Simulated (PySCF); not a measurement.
**PtNOH: singlet, from a PBE0 minimum start**

The task is one start of a wider search on PtNOH: the singlet, from a PBE0 minimum start. It is relaxed, tested by its Hessian and followed downhill if it is a saddle.

Computed with PySCF 2.14.0. Level: PBE0, basis Pt def2-TZVP with ECP60, N def2-TZVP, O def2-TZVP, H def2-TZVP, scalar-relativistic core potentials, no spin–orbit coupling, density fitting.

### Step 1. The starting structure

4 atoms, charge 0, spin multiplicity 1.

Bond lengths: Pt1–N2 1.653 Å, Pt1–O3 1.847 Å, O3–H4 0.957 Å. Angles: N2–Pt1–O3 169.9°, Pt1–O3–H4 140.6°.

Z-matrix (Å, degrees; charge 0 multiplicity 1):
```
Pt
N  1 1.6533
O  1 1.8470 2 169.90
H  3 0.9571 1 140.61 2 0.00
```

### Step 2. Finding the electronic state

One driver script runs all steps and calls PySCF; scf.py shows how it sets up the SCF of each step. The optimiser is the driver's own. After this first run the driver tries any further starts and a stability analysis.

File scf.py:

```python
from pyscf import gto, scf, dft
mol = gto.M(atom='''
Pt     0.037262    -0.018666    -0.019352
N      1.689989     0.005248    -0.057059
O     -1.778684     0.188218     0.246700
H     -2.396358     0.703303     0.765623''',
    basis={'Pt': 'def2-TZVP', 'N': 'def2-TZVP', 'O': 'def2-TZVP', 'H': 'def2-TZVP'},
    ecp={'Pt': 'def2-TZVP'},
    charge=0, spin=0)
mf = dft.RKS(mol, xc='PBE0')
mf.grids.atom_grid = (50, 194)
aux = {'Pt': 'def2-universal-JKFIT', 'N': 'def2-universal-JKFIT', 'O': 'def2-universal-JKFIT', 'H': 'def2-universal-JKFIT'}
mf = mf.density_fit(auxbasis=aux)
mf.conv_tol = 1e-08
mf.diis_space = 10
mf.max_cycle = 60
mf.init_guess = 'minao'
mf.verbose = 4
mf.kernel()
```

On the command line:

```bash
$ OMP_NUM_THREADS=2 python axn.py task.json out
```

After this run come: Relaxation: PBE0 minimum start, singlet; Vibrations and properties at this point.

Q: Predict the outcome of this session. Wanted: minimum; geometry; wavenumbers; dipole moment; highest occupied, lowest empty level; polar-tensor charge of Pt1; zero-point energy; atomisation energy.

**Answer**, as computed:

| quantity | value |
| --- | --- |
| minimum | singlet, Cs |
| geometry | O–H 0.957 Å, Pt–N 1.653 Å, Pt–O 1.847 Å; H–O–Pt 140.6°, N–Pt–O 169.9° |
| wavenumbers (cm⁻¹) | 154 (a'), 357 (a''), 467 (a'), 746 (a'), 1141 (a'), 3939 (a') |
| dipole moment | 2.04 D |
| highest occupied, lowest empty level | -7.58, -3.71 eV |
| polar-tensor charge of Pt1 | +0.59 e |
| zero-point energy | 40.7 kJ/mol |
| entropy at 298.15 K | 284.0 J/(mol K) |
| atomisation energy (no zero-point energy) | 1112 kJ/mol |

**Reading.** The PBE0 minimum start keeps its Cs symmetry and ends in a minimum. In the infrared the band at 3939 cm⁻¹ (a') leads. Other starts or spin states, not run here, may lie lower. Whether spin polarisation would lower the closed shell was not checked. With an element this heavy the missing spin–orbit coupling can shift these numbers.
